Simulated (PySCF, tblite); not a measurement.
# C₂H₁₀OSeSi₂: geometry, infrared bands and NMR shifts

What infrared bands and NMR shifts should C₂H₁₀OSeSi₂ (`O[SiH2][Se]CC[SiH3]`) show?

The runs use tblite 0.8.0 and PySCF 2.14.0, with density-fitted response routines of our own; the level of theory stands in each step. All values are computed, except where a source is named. Atoms count from 0, in the outputs and in this text.

## Step 1: The starting structure

16 atoms, charge 0, multiplicity 1; geometry from: force field or distance geometry start.

Bonds of the start (Å): O0–Si1 1.73, Si1–Se2 2.25, Se2–C3 1.92, C3–C4 1.50, C4–Si5 1.86, O0–H6 0.99, Si1–H7 1.48, Si1–H8 1.47, C3–H9 1.13, C3–H10 1.10, C4–H11 1.11, C4–H12 1.11, Si5–H13 1.47, Si5–H14 1.48, Si5–H15 1.47.

## Step 2: Relaxing the molecule with GFN2-xTB

The job: settings as JSON, then the geometry in Å.

```
{"job": {"kind": "relax", "xc": "GFN2-xTB", "basis": "xTB"}, "charge": 0, "multiplicity": 1}
O      4.357600    -0.915500    -0.048100
Si     3.007200     0.133900     0.215700
Se     1.127000    -1.035900    -0.191300
C     -0.450100    -0.316500     0.638900
C     -1.513300    -0.162500    -0.414400
Si    -3.051700     0.528300     0.380500
H      4.609300    -1.370600     0.792100
H      3.078600     0.667300     1.593400
H      3.190500     1.289300    -0.666900
H     -0.847400    -1.054800     1.391400
H     -0.297500     0.646900     1.149200
H     -1.781600    -1.127600    -0.896800
H     -1.160000     0.531400    -1.203700
H     -3.943800    -0.569300     0.763000
H     -2.642600     1.305200     1.575100
H     -3.689900     1.459400    -0.554700
```

The run is started by

```
OMP_NUM_THREADS=1 python probes_run.py task.json out
```

The driver reads the jobs from task.json and runs them one after another.

Output:

```text
step      E/eV     max force
  0    -547.67722    2.475
  1    -547.88691    1.564
  2    -547.97942    1.182
  3    -548.00706    0.614
  4    -548.04678    0.455
  5    -548.06661    0.453
  6    -548.09731    0.391
  7    -548.11473    0.301
  8    -548.13177    0.300
  9    -548.14399    0.324
 10    -548.15691    0.291
 11    -548.16891    0.307
 12    -548.17759    0.262
 13    -548.18480    0.272
 14    -548.19257    0.190
 15    -548.20029    0.294
 16    -548.20843    0.328
 17    -548.21593    0.273
 18    -548.22166    0.220
 19    -548.22619    0.182
 20    -548.22955    0.337
 21    -548.23448    0.315
 22    -548.23910    0.237
 23    -548.24478    0.186
 24    -548.24624    0.109
 25    -548.24995    0.173
 26    -548.25335    0.165
 27    -548.25606    0.109
 28    -548.25779    0.106
 29    -548.25905    0.106
 30    -548.26055    0.116
 31    -548.26209    0.145
 32    -548.26346    0.126
 33    -548.26438    0.093
 34    -548.26548    0.079
 35    -548.26629    0.094
 36    -548.26698    0.090
 37    -548.26778    0.096
 38    -548.26913    0.105
 39    -548.27081    0.115
 40    -548.27215    0.087
 41    -548.27289    0.068
 42    -548.27343    0.062
 43    -548.27404    0.070
 44    -548.27471    0.056
 45    -548.27526    0.055
 46    -548.27573    0.069
 47    -548.27640    0.090
 48    -548.27760    0.128
 49    -548.27949    0.144
 50    -548.28167    0.122
 51    -548.28373    0.105
 52    -548.28578    0.115
 53    -548.28805    0.128
 54    -548.29111    0.154
 55    -548.29472    0.146
 56    -548.29758    0.108
 57    -548.29936    0.099
 58    -548.30092    0.099
 59    -548.30169    0.250
 60    -548.30449    0.119
 61    -548.30666    0.089
 62    -548.30879    0.097
 63    -548.31041    0.109
 64    -548.31183    0.171
 65    -548.31428    0.121
 66    -548.31711    0.079
 67    -548.31843    0.098
 68    -548.32012    0.114
 69    -548.32194    0.111
 70    -548.32414    0.097
 71    -548.32510    0.113
 72    -548.32634    0.113
 73    -548.32727    0.102
 74    -548.32973    0.086
 75    -548.33098    0.089
 76    -548.33224    0.080
 77    -548.33281    0.070
 78    -548.33351    0.068
 79    -548.33454    0.073
 80    -548.33600    0.083
 81    -548.33722    0.080
 82    -548.33792    0.054
 83    -548.33832    0.055
 84    -548.33877    0.062
 85    -548.33968    0.054
 86    -548.34055    0.054
 87    -548.34126    0.046
 88    -548.34170    0.045
 89    -548.34199    0.041
 90    -548.34229    0.044
 91    -548.34266    0.045
 92    -548.34302    0.089
 93    -548.34358    0.048
 94    -548.34428    0.046
 95    -548.34493    0.047
 96    -548.34546    0.049
 97    -548.34620    0.061
 98    -548.34694    0.072
 99    -548.34765    0.093
100    -548.34826    0.078
101    -548.34887    0.106
102    -548.34966    0.067
103    -548.35101    0.083
104    -548.35164    0.070
105    -548.35215    0.063
106    -548.35262    0.062
107    -548.35347    0.088
108    -548.35461    0.105
109    -548.35515    0.179
110    -548.35614    0.099
111    -548.35646    0.045
112    -548.35668    0.030
113    -548.35687    0.033
114    -548.35745    0.039
115    -548.35802    0.045
116    -548.35863    0.040
117    -548.35889    0.031
118    -548.35907    0.030
119    -548.35929    0.033
120    -548.35961    0.039
121    -548.36003    0.047
122    -548.36057    0.048
123    -548.36123    0.054
124    -548.36198    0.060
125    -548.36261    0.053
126    -548.36304    0.055
127    -548.36341    0.046
128    -548.36380    0.051
129    -548.36415    0.053
130    -548.36439    0.063
131    -548.36473    0.054
132    -548.36516    0.053
133    -548.36567    0.055
134    -548.36620    0.055
135    -548.36658    0.046
136    -548.36683    0.035
137    -548.36697    0.034
138    -548.36708    0.031
139    -548.36721    0.026
140    -548.36735    0.025
141    -548.36746    0.020
142    -548.36752    0.020
143    -548.36754    0.012
144    -548.36757    0.013
145    -548.36762    0.014
146    -548.36768    0.024
147    -548.36773    0.028
148    -548.36778    0.022
149    -548.36781    0.014
150    -548.36783    0.014
151    -548.36786    0.015
152    -548.36789    0.021
153    -548.36795    0.028
154    -548.36803    0.033
155    -548.36817    0.038
156    -548.36835    0.040
157    -548.36856    0.039
158    -548.36879    0.046
159    -548.36910    0.066
160    -548.36953    0.090
161    -548.37006    0.097
162    -548.37056    0.072
163    -548.37102    0.053
164    -548.37141    0.060
165    -548.37165    0.082
166    -548.37204    0.056
167    -548.37222    0.077
168    -548.37246    0.022
169    -548.37262    0.027
170    -548.37278    0.035
171    -548.37300    0.031
172    -548.37315    0.031
173    -548.37326    0.020
174    -548.37333    0.013
175    -548.37335    0.012
176    -548.37336    0.008
```

Wall time 2.2 s (1 thread of Arm Neoverse N1, shared host).

Along the way: (not every step is listed)

```csv
step,energy from step 0 (eV),largest force (eV/Å)
0,0.0000,2.4749
1,-0.2097,1.5638
2,-0.3022,1.1818
3,-0.3298,0.6140
4,-0.3696,0.4551
5,-0.3894,0.4535
6,-0.4201,0.3908
7,-0.4375,0.3006
8,-0.4545,0.3003
24,-0.5690,0.1085
40,-0.5949,0.0868
56,-0.6204,0.1085
72,-0.6491,0.1129
88,-0.6645,0.0453
104,-0.6744,0.0704
120,-0.6824,0.0394
136,-0.6896,0.0354
152,-0.6907,0.0212
168,-0.6952,0.0220
171,-0.6958,0.0305
172,-0.6959,0.0308
173,-0.6960,0.0198
174,-0.6961,0.0127
175,-0.6961,0.0122
176,-0.6961,0.0075
```

Close pairs (by a distance rule), those that changed most:

```csv
bond,before (Å),after (Å),change (Å)
O0–Si1,1.730,1.616,-0.115
Se2–C3,1.922,1.983,+0.061
C4–Si5,1.864,1.906,+0.041
C3–H9,1.127,1.091,-0.036
O0–H6,0.988,0.954,-0.034
Si1–Se2,2.251,2.282,+0.031
C4–H11,1.112,1.092,-0.020
Si5–H14,1.483,1.464,-0.018
```

The next job starts from the end point, and lists it.

## Step 3: Harmonic vibrations with GFN2-xTB

The job: settings as JSON, then the geometry in Å.

```
{"job": {"kind": "ir", "xc": "GFN2-xTB", "basis": "xTB"}, "charge": 0, "multiplicity": 1}
O      4.048088    -0.309287    -0.063456
Si     2.502824     0.150226     0.041125
Se     1.228391    -1.714945     0.367161
C     -0.456114    -0.815526     0.903044
C     -1.075132     0.007917    -0.201316
Si    -2.746074     0.756246     0.327959
H      4.385525    -1.063245     0.413942
H      2.269740     1.030950     1.185472
H      2.248051     0.782463    -1.243390
H     -1.114849    -1.627917     1.212436
H     -0.215558    -0.206433     1.774978
H     -1.218652    -0.619171    -1.083558
H     -0.389489     0.807071    -0.491022
H     -3.668487    -0.326526     0.671917
H     -2.534162     1.614519     1.495481
H     -3.271701     1.542602    -0.787216
```

Output:

```text
mode    cm-1     km/mol
  1      41.9      0.74
  2      53.5      0.23
  3      60.3      0.09
  4     119.5      1.46
  5     136.3      5.41
  6     167.4      6.69
  7     174.7     14.05
  8     209.4     93.23
  9     232.4     11.66
 10     372.3     38.02
 11     490.1     56.16
 12     513.7     33.56
 13     523.9     40.80
 14     590.1      8.51
 15     592.5     18.94
 16     710.4    276.75
 17     718.4     15.47
 18     754.2     18.47
 19     770.0    133.02
 20     776.5    347.18
 21     786.1    236.43
 22     790.1    688.20
 23     810.7    264.88
 24     858.1     27.56
 25     921.7    151.98
 26    1064.8     37.01
 27    1075.0     20.46
 28    1188.9     10.06
 29    1251.5      6.23
 30    1265.0     88.80
 31    1441.0      0.19
 32    1478.2      1.00
 33    2242.0    208.78
 34    2262.1    350.87
 35    2271.8    221.67
 36    2280.0    300.43
 37    2325.0    226.79
 38    2957.9      3.85
 39    2967.9     44.70
 40    2975.1     24.79
 41    2979.0     20.25
 42    3654.7     32.26
```

It took 1 s on 1 thread of Arm Neoverse N1, shared host.

Which atoms move in the most intense modes:

```csv
cm⁻¹,km/mol,atoms
710,276.8,"H7 49 %, H8 35 %"
776,347.2,"H15 45 %, H13 26 %"
786,236.4,"H14 47 %, H13 35 %, H15 10 %"
790,688.2,"H14 23 %, H13 22 %, H15 20 %, Si5 18 %"
811,264.9,"H6 58 %, H8 16 %, O0 11 %"
2262,350.9,H14 94 %
2280,300.4,H15 96 %
2325,226.8,H8 96 %
```

## Step 4: NMR shieldings: PBE0/pcSseg-1

Settings changed since step 3:

```diff
@@ -1,2 +1,2 @@
-{"job": {"kind": "ir", "xc": "GFN2-xTB", "basis": "xTB"}, "charge": 0, "multiplicity": 1}
+{"job": {"kind": "nmr", "xc": "PBE0", "basis": "pcSseg-1"}, "charge": 0, "multiplicity": 1}
 O      4.048088    -0.309287    -0.063456
```

Method: GIAO PBE0/pcSseg-1 NMR shielding, non-relativistic, gas phase.

Output:

```text
coarse grid: 60416 points
cycle   1  E = -3136.9310456981  dE = -6.357e-01  |g| = 9.687e-01  |ddm| = 3.667e+00
cycle   2  E = -3136.8034271796  dE =  1.276e-01  |g| = 1.158e+00  |ddm| = 1.416e+00
cycle   3  E = -3137.0301119442  dE = -2.267e-01  |g| = 2.285e-01  |ddm| = 1.078e+00
cycle   4  E = -3137.0389374247  dE = -8.825e-03  |g| = 3.737e-02  |ddm| = 1.778e-01
cycle   5  E = -3137.0391366678  dE = -1.992e-04  |g| = 1.676e-02  |ddm| = 4.452e-02
cycle   6  E = -3137.0392101365  dE = -7.347e-05  |g| = 3.217e-03  |ddm| = 1.805e-02
cycle   7  E = -3137.0392125237  dE = -2.387e-06  |g| = 1.443e-03  |ddm| = 4.524e-03
final grid: 124272 points
cycle   8  E = -3137.0392772880  dE =  3.659e-07  |g| = 1.993e-03  |ddm| = 3.600e-03
cycle   9  E = -3137.0392762856  dE =  1.002e-06  |g| = 2.851e-03  |ddm| = 4.314e-03
cycle  10  E = -3137.0392782255  dE = -1.940e-06  |g| = 1.797e-04  |ddm| = 2.575e-03
cycle  11  E = -3137.0392782343  dE = -8.789e-09  |g| = 1.307e-05  |ddm| = 1.783e-04
cycle  12  E = -3137.0392782343  dE = -3.547e-11  |g| = 5.079e-06  |ddm| = 1.787e-05
converged SCF energy = -3137.0392782343

GIAO shielding tensors (ppm)
atom      isotropic    diamagn.    paramagn.     s11        s22        s33       span
  0 O      315.117     382.437     -67.320    283.292    310.999    351.059     67.767
  1 Si     354.140     877.715    -523.575    321.934    335.463    405.022     83.088
  2 Se    1846.543    3002.619   -1156.076   1365.144   1698.998   2475.487   1110.343
  3 C      156.700     249.730     -93.030    131.189    159.953    178.958     47.768
  4 C      166.190     253.408     -87.218    151.680    159.330    187.559     35.878
  5 Si     422.150     879.431    -457.281    394.025    405.635    466.790     72.765
  6 H       30.356      30.108       0.248     21.672     27.236     42.161     20.489
  7 H       25.693      30.092      -4.398     21.664     24.998     30.418      8.755
  8 H       25.892      29.694      -3.802     21.324     25.537     30.815      9.491
  9 H       29.433      31.696      -2.264     22.077     29.634     36.588     14.511
 10 H       28.803      32.590      -3.787     21.707     29.566     35.136     13.429
 11 H       30.317      32.340      -2.023     25.253     31.017     34.682      9.429
 12 H       30.954      33.949      -2.995     24.812     32.805     35.246     10.434
 13 H       28.052      28.613      -0.561     24.550     26.413     33.194      8.644
 14 H       28.034      28.747      -0.713     24.425     26.682     32.994      8.569
 15 H       27.815      28.316      -0.501     24.232     25.429     33.784      9.552
```

Wall time 70 s (1 thread of Arm Neoverse N1, shared host); peak memory 0.85 GiB.

Shifts follow as δ = σ(reference) − σ, with reference shieldings (ppm) from runs at the same level and on the same kind of geometry: ¹H TMS 31.72, ¹³C TMS 186.9, ²⁹Si TMS 349.2, ¹⁷O H2O 336.1, ⁷⁷Se Me2Se 1758. The references are single molecules in the gas phase, so shifts against H2O, NH3, PH3, H3PO4 or CFCl3 are not on the usual liquid scales and can be off by tens of ppm. Atoms listed in one row are averaged.

```csv
atoms,environment,σ (ppm),δ (ppm)
C3,sp3 CH2 bonded to Se,156.7,30.2
C4,sp3 CH2 bonded to Si,166.2,20.7
"H7, H8","hydrogen on a silicon bonded to O, Se",25.79,5.92
"H13, H14, H15",hydrogen on a silicon bonded to C,27.97,3.75
"H9, H10",hydrogen on an sp3 CH2 bonded to Se,29.12,2.60
H6,hydrogen on an oxygen bonded to Si,30.36,1.36
"H11, H12",hydrogen on an sp3 CH2 bonded to Si,30.64,1.08
O0,"oxygen bonded to Si, H",315.1,21.0
Si1,"silicon bonded to O, Se, 2 H",354.1,-5.0
Si5,"silicon bonded to C, 3 H",422.1,-73.0
Se2,"selenium bonded to C, Si",1847,-88
```

Charges from the same density, by scheme (e):

```csv
atoms,Mulliken,IAO,Hirshfeld,ESP fit
O0,-0.55,-0.78,-0.30,-0.61
Si1,0.83,0.90,0.35,0.48
Se2,-0.39,-0.17,-0.08,-0.28
C3,-0.32,-0.34,-0.08,-0.29
C4,-0.51,-0.53,-0.16,0.04
Si5,0.50,0.60,0.32,0.40
```

Mayer bond orders: O0–Si1 1.04, Si1–Se2 0.92, Se2–C3 1.01, C3–C4 1.01, C4–Si5 0.90.

Orbitals, density, ELF and potential are computed afterwards from the orbital file.

Frontier orbitals at PBE0/pcSseg-1, with the share of their density that lies nearest to each atom:

```csv
orbital,energy (eV),lies on
HOMO,-6.56,Se2 80 %
LUMO,-0.49,Se2 24 %; C3 12 %; Si1 12 %
```

ELF in a plane through or near 8 of the atoms.

Values, 10 rows by 14 columns:
```
0.00 0.00 0.00 0.00 0.00 0.00 0.00 0.00 0.00 0.00 0.00 0.00 0.00 0.00
0.00 0.00 0.00 0.00 0.01 0.02 0.00 0.00 0.00 0.00 0.01 0.00 0.00 0.00
0.00 0.00 0.00 0.00 0.72 0.94 0.01 0.01 0.00 0.12 0.96 0.39 0.00 0.00
0.00 0.00 0.35 0.15 0.78 0.99 0.01 0.99 0.31 0.46 1.00 0.92 0.00 0.00
0.00 0.00 0.77 0.74 0.17 0.07 0.02 0.97 0.72 0.13 0.40 0.24 0.00 0.00
0.00 0.00 0.82 0.76 0.27 0.85 0.25 0.76 0.69 0.32 0.95 0.86 0.01 0.00
0.00 0.00 0.86 0.36 0.25 0.51 0.69 0.58 0.50 0.10 1.00 0.99 0.02 0.00
0.00 0.00 0.00 0.00 0.68 0.91 0.50 0.79 0.99 0.01 0.65 0.20 0.00 0.00
0.00 0.00 0.00 0.00 0.26 0.70 0.20 0.06 0.59 0.00 0.00 0.00 0.00 0.00
0.00 0.00 0.00 0.00 0.00 0.00 0.00 0.00 0.00 0.00 0.00 0.00 0.00 0.00
```
The map spans 14.2 Å across and 9.1 Å up, centred on the molecule. Atoms in the plane (x, y in Å): O0 (-4.1, 0.3), Si1 (-2.5, 0.5), C3 (0.4, -1.1), Si5 (2.8, 0.3), H6 (-4.5, -0.5), H9 (0.9, -2.0), H12 (0.5, 1.1), H13 (3.6, -0.8).

On the surface of density 0.002 e/bohr³ the electrostatic potential runs, from the 1st to the 99th percentile, from -1.18 V near O0 to 2.04 V near H6.

## Step 5: What came out

| quantity | value |
| --- | --- |
| strongest single infrared mode (GFN2-xTB) | 790 cm⁻¹, 688 km/mol |
| zero-point energy (GFN2-xTB) | 68.4 kcal/mol |
| ¹³C shifts against TMS (PBE0/pcSseg-1) | 30.2, 20.7 ppm |
| ¹H shifts against TMS (PBE0/pcSseg-1, means over atoms taken as alike) | 5.92, 3.75, 2.60, 1.36, 1.08 ppm |
| ¹⁷O shifts against H2O (PBE0/pcSseg-1) | 21.0 ppm |
| ²⁹Si shifts against TMS (PBE0/pcSseg-1) | -5.0, -73.0 ppm |
| ⁷⁷Se shifts against Me2Se (PBE0/pcSseg-1) | -88 ppm |
| surface potential, 1st and 99th percentile | -1.18 V and 2.04 V |

**Reading.** Relaxing lowered the energy by 0.696 eV in 176 steps; the close pair that moved most is O0–Si1, from 1.730 to 1.616 Å. No mode is imaginary among the 42: a minimum at this level. The strongest single mode, at 790 cm⁻¹, is spread over several atoms, H14, H13, H15, Si5 among them. GFN2-xTB is a fitted tight-binding method: band positions and strengths are rough. Its intensities can rank the bands wrongly. At PBE0/pcSseg-1: The largest span, 1110 ppm, is at Se2, where the paramagnetic term is -1156 ppm. At PBE0/pcSseg-1, counted by nearest atom on the grid, the HOMO lies on Se2 80 %, the LUMO on Se2 24 %; C3 12 %. Spin-orbit coupling is left out, which matters for shieldings and couplings at and beside the heavy atoms.
